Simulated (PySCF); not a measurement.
# C7H6ClO2: the cost of one run

Programs: PySCF 2.14.0, with routines of our own; each step states its level. All values are computed. Atoms count from 0.

## 1. The starting structure

16 atoms, charge -1, multiplicity 1; geometry from: GFN2-xTB.

## 2. Relaxing the molecule at PBE0-D3(BJ)/def2-SVP

What the job is given:

```
{"job": {"xc": "PBE0", "basis": "def2-SVP", "d3": "d3bj", "grid": 2, "kind": "geom"}, "charge": -1, "multiplicity": 1}
O      4.659055     0.627312    -1.090982
C      3.651141     0.230025    -0.508990
C      2.307690     0.527965    -0.827518
C      1.247434     0.029962    -0.109566
C     -0.099394     0.280947    -0.365327
C     -1.120375    -0.251112     0.394936
C     -2.484206    -0.074089     0.237793
Cl    -3.073652     0.936146    -1.064991
C     -3.469621    -0.654352     1.059378
O     -3.264723    -1.392476     2.023905
H      3.768796    -0.442470     0.374036
H      2.126277     1.176376    -1.674606
H      1.475491    -0.617087     0.732718
H     -0.350284     0.923132    -1.199282
H     -0.867613    -0.894459     1.230286
H     -4.513615    -0.396877     0.776799
```

Run with:

```bash
> OMP_NUM_THREADS=1 python excited_run.py task.json out
```

This one command runs all jobs of the session in turn.

Q: Estimate the wall time and peak memory of this first job on 1 thread of Arm Neoverse V1, shared host.

About 2 min, with a peak of 0.83 GiB.
